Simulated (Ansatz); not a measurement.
# NiO: the cost of one run

Computed with Ansatz 0.2.0 (DFT PBE+U (U_eff = 6.2 eV on Ni 3d), scalar-relativistic, plane waves, PAW, unless a step's input says otherwise).

## (1) The system as given

It takes space group Fm-3m (No. 225, cubic). Conventional cell: a = 4.251 Å, b = 4.251 Å, c = 4.251 Å, α = 90.00°, β = 90.00°, γ = 90.00°. Ni (site symmetry m-3m) has 6 O at 2.13 Å as nearest neighbours. O (site symmetry m-3m) is surrounded by 6 Ni at 2.13 Å.

Coordinates:

```cif
data_structure
_symmetry_space_group_name_H-M 'Fm-3m'
_symmetry_Int_Tables_number 225
_cell_length_a 4.2508
_cell_length_b 4.2508
_cell_length_c 4.2508
_cell_angle_alpha 90.000
_cell_angle_beta 90.000
_cell_angle_gamma 90.000
_cell_volume 76.81
loop_
_atom_site_label
_atom_site_type_symbol
_atom_site_symmetry_multiplicity
_atom_site_Wyckoff_symbol
_atom_site_fract_x
_atom_site_fract_y
_atom_site_fract_z
_atom_site_occupancy
Ni1 Ni 4 a 0.00000 0.00000 0.00000 1
O1 O 4 b 0.50000 0.00000 0.00000 1
```

An earlier run at PBE+U (U_eff = 6.2 eV on Ni 3d) left this cell at 9.601 Å³/atom and 0.00 GPa (10×10×10 mesh). The large moments point both ways and cancel.

Volume factors to run: 0.980, 1.020, 0.960, 1.040.

## (2) At 0.980 of the relaxed volume

Input file input.yaml:

```yaml
crystal:
  lattice:
    - [0.0, 2.1118977354, 2.1118977354]
    - [2.1118977354, 0.0, 2.1118977354]
    - [4.2208320262, 2.1089342907, -2.1089342907]
  atoms:
    - { symbol: Ni, position: [0.0, 0.0, 0.0], spin: 1.85 }
    - { symbol: O, position: [0.75, 0.4999999999, 0.2500000001] }
    - { symbol: Ni, position: [0.5, 0.0, 0.5], spin: -1.85 }
    - { symbol: O, position: [1.25, 0.5000000001, 0.7499999999] }
basis:
  ecutwfc: 420
  ecutrho_ratio: 4
kpoints:
  mp_grid: { grid: [10, 10, 10] }
hamiltonian:
  xc: pbe
  hubbard:
    sites:
      - { species: Ni, l: d, u_eff: 6.2, starting_ns: start.occupation_matrices }
    ns_hold: { iters: 6 }
scf:
  occupations: { method: gaussian, width: 0.05 }
  lower_state_search: "off"
output:
  forces: true
  stress: true
  eigenvalues: true
  populations: true
magnetization:
  spin_polarized: true
relax:
  f_tol: 0.01
  max_steps: 40
  cell: { stress_tol: 0.1, fix: [volume] }
```

The open shells start from the occupation matrices of the run at the neighbouring geometry (file start.occupation_matrices).

Command:

```bash
> ansatz run input.yaml --threads 2 --pin off --max-ram 5120MiB --backend cpu --events-out ev --progress --plain --runs-dir out
```

What time and memory should one allow on 2 threads of Intel Xeon Platinum 8259CL at 2.50GHz (Skylake/Cascade Lake), shared host?

About 43 s, with a peak of 0.62 GiB.
